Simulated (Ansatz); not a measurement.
# Ni (reference phase): the cost of one run

Computed with Ansatz 0.2.0 (DFT PBEsol, with the methods named in each step, unless a step's input says otherwise).

## Step 1: Starting point

The structure is cubic, space group Fm-3m (No. 225). The conventional cell has a = 3.524 Å, b = 3.524 Å, c = 3.524 Å, α = 90.00°, β = 90.00°, γ = 90.00°. Ni (site symmetry m-3m) has 12 Ni at 2.49 Å as nearest neighbours.

Coordinates:

```
Ni
1.0
     0.00000    1.76194    1.76194
     1.76194    0.00000    1.76194
     1.76194    1.76194    0.00000
Ni
1
Direct
  0.00000 0.00000 0.00000
```

## Step 2: Relaxed, PAW

input.yaml reads:

```yaml
crystal:
  lattice:
    - [0.0, 1.761935, 1.761935]
    - [1.761935, 0.0, 1.761935]
    - [1.761935, 1.761935, 0.0]
  atoms:
    - { symbol: Ni, position: [0.0, 0.0, 0.0], spin: 1.0 }
magnetization:
  spin_polarized: true
kpoints:
  mp_grid: { grid: [25, 25, 25] }
scf:
  occupations: { method: fermi_dirac, width: 0.05 }
hamiltonian:
  xc: pbesol
  pseudopotentials: { kind: paw }
output:
  forces: true
  stress: true
  write_density: true
  write_potential: true
  elf: true
  volumetric_format: npy
relax:
  f_tol: 0.003
  max_steps: 80
  cell: {}
```

The run is started by

```sh
> ansatz run input.yaml --threads 4 --pin off --max-ram 10240MiB --backend cpu --events-out ev --progress --plain --runs-dir out
```

What time and memory should one allow on 4 threads of Arm Neoverse V2, shared host?

About 14 s, with a peak of 0.44 GiB.
